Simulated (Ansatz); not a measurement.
A run of Ansatz 0.2.0 is set up as follows.

input.yaml

```yaml
crystal:
  lattice:
    - [0.0, 2.90921, 2.90921]
    - [2.90921, 0.0, 2.90921]
    - [2.90921, 2.90921, 0.0]
  atoms:
    - { symbol: W, position: [0.0, 0.0, 0.0] }
    - { symbol: Au, position: [0.75, 0.75, 0.75] }
hamiltonian:
  xc: r2scan
  pseudopotentials: { kind: paw }
  hubbard:
    sites: [{ species: Au, l: d, u_eff: 6.0 }, { species: W, l: d, u_eff: 6.0 }]
kpoints:
  mp_grid: { grid: [8, 8, 8] }
scf:
  occupations: { method: fermi_dirac, width: 0.05 }
  n_extra_bands: 6
output:
  forces: true
  stress: true
  eigenvalues: true
  dos: { projected: false, de: 0.05, nscf_kmesh: { grid: [12, 12, 12] } }
```

Potentials or basis: Ansatz PAW.

The run is started by

```bash
$ ansatz run input.yaml --threads 2 --pin off --max-ram 5632MiB --backend cpu --events-out ev --progress --plain --runs-dir out
```

(1) Estimate the pressure.

(2) Estimate the band gap on the k mesh.

(3) Predict the density of states at the Fermi level.

## Answers

(1) 20.7 GPa.

(2) none (metal or under the smearing width).

(3) 1.14 states/eV per cell.

Caveat: U without spin polarisation on a metal has little footing; the PAW data sets come from PBE, with cores solved anew for the run's functional, which leaves a small shift of forces and pressure; the U is typed as a test and isn't derived for this compound.
